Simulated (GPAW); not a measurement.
**Al4Co5 in GPAW: the effect of functional**

Slab: Al4Co5, a slab with vacuum.

```
CELL_PARAMETERS angstrom
2.81940 0.00000 0.00000
0.00000 2.81940 0.00000
0.00000 0.00000 26.27761
ATOMIC_POSITIONS crystal
Co 0.50000 0.50000 0.28541
Al 0.00000 0.00000 0.33906
Co 0.50000 0.50000 0.39271
Al 0.00000 0.00000 0.44635
Co 0.50000 0.50000 0.50000
Al 0.00000 0.00000 0.55365
Co 0.50000 0.50000 0.60729
Al 0.00000 0.00000 0.66094
Co 0.50000 0.50000 0.71459
```

The cell isn't the ideal one: the (1 0 0) slab of AlCo, cut from the database cell, not relaxed.

Alike in all runs:

```yaml
Program: GPAW 26.7.0
Task: single point
Cutoff: 450 eV
Basis: pw
k_mesh: 9 × 9 × 1
Occupations: fermi-dirac, width 0.05 eV
Spin: collinear spin, ferromagnetic start
Starting_moments: "[2.0, 0.0, 2.0, 0.0, 2.0, 0.0, 2.0, 0.0, 2.0] μB"
```

Question: One run gave: moment 2.58 μB; largest force 0.54 eV/Å; work function 4.93 eV. Which functional did it use?
A. LDA
B. vdW-DF-cx
C. RPBE
D. PBEsol
E. BEEF-vdW

Answer: A.

```csv
functional,potentials or basis,moment (μB),largest force (eV/Å),work function (eV)
LDA,the program's PAW data sets (release 1.2.1) made for this functional,2.58,0.54,4.93
PBEsol,PAW data sets generated in the run's folder for this functional,2.80,0.41,4.64
RPBE,the program's PAW data sets (release 1.2.1) made for this functional,2.99,0.80,4.36
vdW-DF-cx,GPAW PAW data sets (gpaw-data 1.2.1),2.73,0.42,4.70
BEEF-vdW,GPAW PAW data sets (gpaw-data 1.2.1),2.98,0.80,4.73
```

Caveats: the PAW data sets were made with another functional, which shifts forces and pressure a little (some runs).

Runs at the PBE level aren't shown here.
